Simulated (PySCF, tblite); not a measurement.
**C7H11AlS2: geometry, infrared bands and NMR shifts**

Aim: predict the infrared bands and NMR shifts of C7H11AlS2 (`CC#CCC[C@@H]1C[S][AlH][S]1`).

Programs: tblite 0.8.0 and PySCF 2.14.0, with density-fitted response routines of our own. Each step states its level of theory. These are calculated values for one molecule in the gas phase, unless marked as measured. Atoms are numbered from 0 throughout.

### Step 1. The molecule as given

21 atoms, charge 0, multiplicity 1; geometry from: force field or distance geometry start.

Bonds of the start (Å): C0–C1 1.48, C1–C2 1.19, C2–C3 1.48, C3–C4 1.54, C4–C5 1.54, C5–C6 1.54, C6–S7 1.83, S7–Al8 2.23, Al8–S9 2.22, S9–C5 1.83, C0–H10 1.11, C0–H11 1.10, C0–H12 1.09, C3–H13 1.11, C3–H14 1.10, C4–H15 1.11, C4–H16 1.11, C5–H17 1.11, C6–H18 1.10, C6–H19 1.12, Al8–H20 1.61.

### Step 2. Relaxing the molecule with GFN2-xTB

The job: settings as JSON, then the geometry in Å.

```
{"job": {"kind": "relax", "xc": "GFN2-xTB", "basis": "xTB"}, "charge": 0, "multiplicity": 1}
C      4.654200     0.464900     0.109700
C      3.190000     0.654900     0.144900
C      2.008400     0.796600     0.194100
C      0.543400     0.989400     0.225900
C     -0.169100    -0.365900     0.055100
C     -1.705200    -0.230100     0.137000
C     -2.354600    -1.627600     0.192000
S     -4.139500    -1.579600     0.598800
Al    -4.392800     0.263200    -0.623600
S     -2.332100     0.716700    -1.302400
H      4.936900    -0.330600     0.822800
H      5.142900     1.414400     0.391000
H      4.945600     0.177300    -0.905300
H      0.275500     1.423300     1.213600
H      0.252800     1.698900    -0.567900
H      0.105800    -0.801900    -0.924700
H      0.187100    -1.054900     0.846100
H     -1.946600     0.310800     1.079000
H     -2.217300    -2.147100    -0.771200
H     -1.859100    -2.244200     0.985600
H     -5.135300     1.488500     0.109200
```

Launch:

```
OMP_NUM_THREADS=1 python probes_run.py task.json out
```

This one command runs all jobs of the session in turn.

**Question.** This job is followed by: GFN2-xTB harmonic vibrations, gas phase; GIAO PBE0/pcSseg-1 NMR shielding, non-relativistic, gas phase. What will the session give for the following? strongest single infrared mode (GFN2-xTB); zero-point energy (GFN2-xTB); 13C shifts against TMS (PBE0/pcSseg-1); 1H shifts against TMS (PBE0/pcSseg-1, means over atoms taken as alike); 33S shifts against CS2 (PBE0/pcSseg-1); 27Al shifts against AlH4- (PBE0/pcSseg-1).

As calculated:

```
                                                              quantity                                                     value
                             strongest single infrared mode (GFN2-xTB)                                     1944 cm⁻¹, 426 km/mol
                                          zero-point energy (GFN2-xTB)                                             98.2 kcal/mol
                                13C shifts against TMS (PBE0/pcSseg-1)               85.0, 83.0, 62.7, 46.1, 43.9, 22.7, 4.7 ppm
1H shifts against TMS (PBE0/pcSseg-1, means over atoms taken as alike)  5.27, 3.10, 2.97, 2.78, 2.68, 2.12, 1.96, 1.95, 1.80 ppm
                                33S shifts against CS2 (PBE0/pcSseg-1)                                              -33, -53 ppm
                             27Al shifts against AlH4- (PBE0/pcSseg-1)                                                 188.6 ppm
```

What this shows: Over 111 steps the energy fell by 0.417 eV; of the close pairs, Al8–H20 changed most, 1.609 to 1.513 Å. The lowest mode is imaginary (30i cm⁻¹), so the xTB geometry is not a minimum. The strongest single mode, at 1944 cm⁻¹, moves mainly H20. GFN2-xTB is a fitted tight-binding method: band positions and strengths are rough. Its intensities can rank the bands wrongly. At PBE0/pcSseg-1: The widest tensor belongs to C2: span 269 ppm, with a paramagnetic part of -155 ppm.
